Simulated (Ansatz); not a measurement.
# Na (diamond type): how the settings move a single-point run

How sensitive is a single-point run of Na (diamond type) to its settings? A reference run comes first, then one run with altered input.

Method: reference: DFT, LDA, PAW with Ansatz's default frozen-core files, scalar-relativistic, in Ansatz 0.2.0.

3 further runs of the same task are left out: 3 that didn't finish. Runs told in other sessions of the task aren't counted.

## Step 1: The starting structure

The structure is cubic, space group Fd-3m (No. 227). Conventional cell: a = 6.756 Å, b = 6.756 Å, c = 6.756 Å, α = 90.00°, β = 90.00°, γ = 90.00°. Around Na (site symmetry -43m) lie 4 Na at 2.93 Å.

Coordinates:

```
CELL_PARAMETERS angstrom
0.00000 3.37811 3.37811
3.37811 0.00000 3.37811
3.37811 3.37811 0.00000
ATOMIC_POSITIONS crystal
Na 0.87500 0.87500 0.87500
Na 0.12500 0.12500 0.12500
```

## Step 2: The reference run

Contents of input.yaml:

```yaml
crystal:
  lattice:
    - [0.0, 3.3781102118, 3.3781102118]
    - [3.3781102118, 0.0, 3.3781102118]
    - [3.3781102118, 3.3781102118, 0.0]
  atoms:
    - { symbol: Na, position: [-0.125, -0.125, -0.125] }
    - { symbol: Na, position: [0.125, 0.125, 0.125] }
kpoints:
  mp_grid: { grid: [10, 10, 10] }
  band_path:
    path:
      - [0.0, 0.0, 0.0]
      - [0.5, 0.0, 0.5]
      - [0.625, 0.25, 0.625]
      - [0.375, 0.375, 0.75]
      - [0.0, 0.0, 0.0]
      - [0.5, 0.5, 0.5]
      - [0.5, 0.25, 0.75]
      - [0.5, 0.0, 0.5]
    npoints: 8
scf:
  occupations: { method: fermi_dirac, width: 0.08 }
hamiltonian:
  xc: lda
  pseudopotentials: { kind: paw }
output:
  forces: true
  stress: true
  eigenvalues: true
  populations: true
  dos: { projected: true, de: 0.2, e_range: [-14, 8] }
```

On the command line:

```bash
> ansatz run input.yaml --threads 1 --pin off --max-ram 2048MiB --backend cpu --events-out ev --progress --plain --runs-dir out
```

## Step 3: Changing settings: symmetry.detect false, ecutrho_ratio 9

input.yaml: that of step 2 with these lines changed.

```diff
@@ -8,2 +8,3 @@
     - { symbol: Na, position: [0.125, 0.125, 0.125] }
+  symmetry: { detect: false }
 kpoints:
@@ -31,2 +32,3 @@
   populations: true
-  dos: { projected: true, de: 0.2, e_range: [-14, 8] }
+basis:
+  ecutrho_ratio: 9
```

**Question.** What will these runs give? Wanted: for each run, ending; energy change; pressure; gap; force.

As calculated:

| run | ending | energy change | pressure (GPa) | gap (eV) | force (eV/Å) | cycles | time |
| --- | --- | --- | --- | --- | --- | --- | --- |
| reference | converged | 0 | 1.2 | 0.00 | 0.00 | 6 | 4.1 s |
| 1: symmetry.detect false, ecutrho_ratio 9 | converged | 0.0 meV/atom | 1.2 | 0.00 | 0.00 | 6 | 66 s |

Times don't compare one to one where runs were asked for different outputs or read a saved state (see the inputs); cycles may leave out searches for a lower state.

Residual by cycle in the longest SCF loop of each run; runs are numbered as in the table. The quantity is the density residual dr2, in eV.

| cycle | reference | run 1 |
| --- | --- | --- |
| 1 | 0.0118 | 0.0118 |
| 2 | 0.00307 | 0.00307 |
| 3 | 0.00109 | 0.00109 |
| 4 | 4.5e-5 | 4.5e-5 |
| 5 | 7.8e-6 | 8.0e-6 |
| 6 | 7.1e-8 | 7.4e-8 |

**Reading.** Same state: the changed use of symmetry leaves the energy within 0.5 meV/atom.
